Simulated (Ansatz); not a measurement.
Geometry optimisation, DFT PBEsol, scalar-relativistic, plane waves, PAW in Ansatz.

Input:

```yaml
crystal:
  lattice:
    - [5.79968, 0.0, 0.0]
    - [-2.89984, 5.02267, 0.0]
    - [0.0, 0.0, 15.256295]
  atoms:
    - { symbol: W, position: [0.0, 0.0, 0.0655467] }
    - { symbol: C, position: [0.3333333, 0.1666667, 0.1585421] }
    - { symbol: W, position: [0.0, 0.0, 0.2515375] }
    - { symbol: C, position: [0.3333333, 0.1666667, 0.3445329] }
    - { symbol: W, position: [0.0, 0.5, 0.0655467] }
    - { symbol: C, position: [0.3333333, 0.6666667, 0.1585421] }
    - { symbol: W, position: [0.0, 0.5, 0.2515375] }
    - { symbol: C, position: [0.3333333, 0.6666667, 0.3445329] }
    - { symbol: W, position: [0.5, 0.0, 0.0655467] }
    - { symbol: C, position: [0.8333333, 0.1666667, 0.1585421] }
    - { symbol: W, position: [0.5, 0.0, 0.2515375] }
    - { symbol: C, position: [0.8333333, 0.1666667, 0.3445329] }
    - { symbol: W, position: [0.5, 0.5, 0.0655467] }
    - { symbol: C, position: [0.8333333, 0.6666667, 0.1585421] }
    - { symbol: W, position: [0.5, 0.5, 0.2515375] }
    - { symbol: C, position: [0.8333333, 0.6666667, 0.3445329] }
    - { symbol: W, position: [0.6407433, 0.3063207, 0.4677607] }
basis:
  ecutwfc: 420.0
kpoints:
  mp_grid: { grid: [4, 4, 1] }
hamiltonian:
  xc: pbesol
  pseudopotentials: { kind: paw, azcp: { folder: soft_1 } }
scf:
  occupations: { method: gaussian, width: 0.15 }
  lower_state_search: "off"
relax:
  f_tol: 0.03
  max_steps: 60
  adjacent_minimum: "off"
  constraints: [{ sites: [0, 4, 8, 12] }]
output:
  write_density: true
  write_potential: true
  elf: true
  volumetric_format: npy
```

Run as:

```bash
$ ansatz run input.yaml --threads 4 --pin off --max-ram 10240MiB --backend cpu --events-out ev --progress --plain --runs-dir out
```

**Question.** Where does it end, and by what steps?

**Answer.** It converged. Limits of this set-up: coarse k mesh, thin slab, slab without dipole correction, PAW files made for another functional, a typed lattice constant that wasn't relaxed here. After 10 steps the energy has fallen by 10.211 eV; W17 moved furthest, 1.11 Å. The start is strongly strained (largest force component 10 eV/Å).

```csv
step,energy less start (eV),largest force component (eV/Å),accepted
0,0.0000,10.322,yes
1,-3.0104,11.250,yes
2,-5.7142,10.971,yes
3,-7.9021,8.497,yes
4,-9.0613,6.424,yes
5,-9.9403,0.953,yes
6,-10.1915,0.490,yes
7,-10.2037,0.448,yes
8,-10.2112,0.035,yes
9,-10.2112,0.035,yes
10,-10.2112,0.006,yes
```

```xyz
17
Lattice="5.7997 0.0000 0.0000 -2.8998 5.0227 0.0000 0.0000 0.0000 15.2563" Properties=species:S:1:pos:R:3
W 0.000 0.000 1.000
C 1.440 0.831 2.332
W 0.000 0.000 3.843
C 1.451 0.838 5.123
W -1.450 2.511 1.000
C 0.000 3.348 2.295
W -1.414 2.532 3.794
C 0.000 3.348 4.976
W 2.900 0.000 1.000
C 4.360 0.831 2.332
W 2.900 -0.042 3.794
C 4.349 0.838 5.123
W 1.450 2.511 1.000
C 2.900 3.360 2.332
W 1.414 2.532 3.794
C 2.900 3.347 5.123
W 2.900 1.674 6.040
```

Whether the end is a true minimum wasn't checked by a vibrational analysis.

Time of the run: 2.2 min on 4 threads of Arm Neoverse V1, on a shared host, peak memory 1.4 GiB.
